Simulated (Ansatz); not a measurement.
# Ta4O: the cost of one run

Computed with Ansatz 0.2.0 (DFT PBE, scalar-relativistic, plane waves, PAW, unless a step's input says otherwise).

1 further run of the same task is left out (it didn't finish).

## (1) The structure to begin with

Symmetry: Pm-3m, No. 221, cubic system. The conventional cell has a = 4.268 Å, b = 4.268 Å, c = 4.268 Å, α = 90.00°, β = 90.00°, γ = 90.00°. Around Ta (site symmetry m-3m) lie 12 Ta at 3.02 Å. Ta (site symmetry 4/mmm) is surrounded by 2 O at 2.13 Å. Around O (site symmetry m-3m) lie 6 Ta at 2.13 Å.

Coordinates:

```xyz
5
Lattice="4.2680 0.0000 0.0000 0.0000 4.2680 0.0000 0.0000 0.0000 4.2680" Properties=species:S:1:pos:R:3 pbc="T T T"
Ta    0.0000    0.0000    0.0000
Ta    2.1340    2.1340    0.0000
Ta    2.1340    0.0000    2.1340
Ta    0.0000    2.1340    2.1340
O     2.1340    2.1340    2.1340
```

A structure generator made this guess: species swapped into a database cell of Mn4N (Pm-3m, No. 221). Lengths come from tabulated atomic sizes and are only a guess.

## (2) A first look at the guess

The input, input.yaml:

```yaml
crystal:
  lattice:
    - [4.26798203, 0.0, 0.0]
    - [0.0, 4.26798203, 0.0]
    - [0.0, 0.0, 4.26798203]
  atoms:
    - { symbol: Ta, position: [0.0, 0.0, 0.0] }
    - { symbol: Ta, position: [0.5, 0.5, 0.0] }
    - { symbol: Ta, position: [0.5, 0.0, 0.5] }
    - { symbol: Ta, position: [0.0, 0.5, 0.5] }
    - { symbol: O, position: [0.5, 0.5, 0.5] }
basis:
  ecutwfc: 420
kpoints:
  mp_grid: { grid: [4, 4, 4] }
hamiltonian:
  xc: pbe
scf:
  occupations: { method: gaussian, width: 0.1 }
  lower_state_search: "off"
output:
  forces: true
  stress: true
  eigenvalues: true
```

Launch:

```console
> ansatz run input.yaml --threads 1 --pin off --max-ram 2560MiB --backend cpu --events-out ev --progress --plain --runs-dir out
```

**Question.** How long does this run take on 1 thread of Arm Neoverse V2, shared host, and how much memory does it need?

About 1.4 s, with a peak of 0.31 GiB.
